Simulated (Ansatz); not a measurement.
The system is Sn2PdAu.

```
Au Sn Pd
1.0
     4.16302    0.00000    0.00000
    -2.08151    3.60528    0.00000
     0.00000    0.00000    5.69830
Au Sn Pd
1 2 1
Direct
  0.00000 0.00000 0.50000
  0.66667 0.33333 0.76453
  0.33333 0.66667 0.23547
  0.00000 0.00000 0.00000
```

The cell comes from a database or a generator and needn't be the stable form of this composition.

Base run:

| Item | Value |
| --- | --- |
| Program | Ansatz 0.2.0 |
| Functional | PBEsol |
| Potentials or basis | all-electron LAPW, scalar-relativistic |
| Cutoff | 267 eV |
| Density cutoff | 1068 eV |
| Basis error allowed | 0.001 eV/atom |
| k mesh | 7 × 7 × 5 |
| Occupations | fermi-dirac, width 0.05 eV |
| Spin | no spin polarisation |

Its results: pressure -2.3 GPa; largest force 0.020 eV/Å.

Question: The run is repeated on the same cell with these changes: functional from PBEsol to LDA; basis error allowed from 0.001 eV/atom to 0.002 eV/atom. What comes out?

Answer: Pressure -5.1 GPa; largest force 0.035 eV/Å.

Not every run made on this cell is shown here.
